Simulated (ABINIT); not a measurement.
**Ge3Pd in ABINIT: the effect of functional**

The system is Ge3Pd.

```
Pd Ge
1.0
     4.14202    0.00000    0.00000
     0.00000    4.14202    0.00000
     0.00000    0.00000    4.14202
Pd Ge
1 3
Direct
  0.00000 0.00000 0.00000
  0.50000 0.50000 0.00000
  0.50000 0.00000 0.50000
  0.00000 0.50000 0.50000
```

The cell comes from a database or a generator and needn't be the stable form of this composition.

Alike in all runs:

| Property | Result |
| --- | --- |
| Program | ABINIT 10.8.3 (patched build) |
| Task | band structure |
| k mesh | 7 × 7 × 7 |
| Occupations | fermi-dirac, width 0.05 eV |
| Spin | no spin polarisation |

```tsv
functional	potentials or basis	cutoff	pressure (GPa)
PBEsol	PseudoDojo NC SR PBEsol v0.4.1 standard	1116 eV	-4.7
LDA	JTH PAW LDA v2.0	599 eV	?
r2SCAN	JTH PAW PBE v2.0	707 eV	-2.1
PBE	JTH PAW PBE v2.0	599 eV	-0.5
```

What does the run with functional LDA give?

Pressure -7.4 GPa.

Caveats: the PAW data sets were made with another functional, which shifts forces and pressure a little (some runs).
